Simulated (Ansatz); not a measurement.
# Si: response to strain

Aim: deform Si (equal xy, yz and zx engineering shear strains of +2 %) and compute stress, forces and field gradients with LAPW, PAW and all-electron datasets made for the crystal.

Method: DFT LDA, scalar-relativistic, in Ansatz 0.2.0.

## 1. Starting point

The structure is cubic, space group Fd-3m (No. 227). Conventional cell: a = 5.431 Å, b = 5.431 Å, c = 5.431 Å, α = 90.00°, β = 90.00°, γ = 90.00°. Si (site symmetry -43m) has 4 Si at 2.35 Å as nearest neighbours.

As a file:

```
CELL_PARAMETERS angstrom
0.00000 2.71547 2.71547
2.71547 0.00000 2.71547
2.71547 2.71547 0.00000
ATOMIC_POSITIONS crystal
Si 0.50000 0.50000 0.50000
Si 0.75000 0.75000 0.75000
```

Atoms are numbered in the order of the input: Si1, Si2.

## 2. The deformed structure

Space group Fd-3m before, R-3m after.

## 3. LAPW, all electrons

input.yaml

```yaml
crystal:
  lattice:
    - [0.0543094, 2.7426247, 2.7426247]
    - [2.7426247, 0.0543094, 2.7426247]
    - [2.7426247, 2.7426247, 0.0543094]
  atoms:
    - { symbol: Si, position: [0.5, 0.5, 0.5] }
    - { symbol: Si, position: [0.75, 0.75, 0.75] }
kpoints:
  mp_grid: { grid: [12, 12, 12] }
  band_path:
    path:
      - [0.0, 0.0, 0.0]
      - [0.5, 0.5, 0.5]
      - [0.2451701269, 0.5, 0.7548298731]
      - [-0.2451701269, 0.2451701269, 0.5]
      - [0.0, 0.0, 0.5]
      - [0.0, 0.0, 0.0]
      - [-0.3725850634, 0.0, 0.3725850634]
      - [0.0, 0.3725850634, 0.6274149366]
      - [0.0, 0.5, 0.5]
    npoints: 5
scf:
  occupations: { method: fermi_dirac, width: 0.08 }
hamiltonian:
  xc: lda
  pseudopotentials: { kind: all_electron, lapw: { basis_error: 0.00025 } }
output:
  forces: true
  stress: true
  eigenvalues: true
```

Command:

```sh
> ansatz run input.yaml --threads 1 --pin off --max-ram 3072MiB --backend cpu --events-out ev --progress --plain --runs-dir out
```

## 4. Frozen-core PAW

input.yaml

```yaml
crystal:
  lattice:
    - [0.0543094, 2.7426247, 2.7426247]
    - [2.7426247, 0.0543094, 2.7426247]
    - [2.7426247, 2.7426247, 0.0543094]
  atoms:
    - { symbol: Si, position: [0.5, 0.5, 0.5] }
    - { symbol: Si, position: [0.75, 0.75, 0.75] }
kpoints:
  mp_grid: { grid: [12, 12, 12] }
scf:
  occupations: { method: fermi_dirac, width: 0.08 }
hamiltonian:
  xc: lda
  pseudopotentials: { kind: paw }
output:
  forces: true
  stress: true
  eigenvalues: true
  efg: { contact_densities: true }
```

## 5. All-electron PAW on datasets made for the crystal

Changes to input.yaml since step 4:

```diff
@@ -14,3 +14,3 @@
   xc: lda
-  pseudopotentials: { kind: paw }
+  pseudopotentials: { kind: all_electron, datasets: crystal }
 output:
```

(Steps that only read results are left out.)

**Question.** What will these runs give? Wanted: pressure; largest shear or deviatoric stress.

The runs gave:

```
                                 quantity                                              value
                                 pressure  LAPW -1.42, PAW -1.36, crystal datasets -1.42 GPa
largest shear or deviatoric stress (LAPW)                                           1.92 GPa
```

The largest part of the stress beyond the pressure is 1.92 GPa in size; the atoms are carried along and not relaxed. No run of the undeformed cell stands beside it, so the pressure holds what the given cell had before the change. PAW: stress within 0.06 GPa of LAPW, forces within 1 meV/Å. Crystal datasets: stress within 0.01 GPa of LAPW, forces within 1 meV/Å.
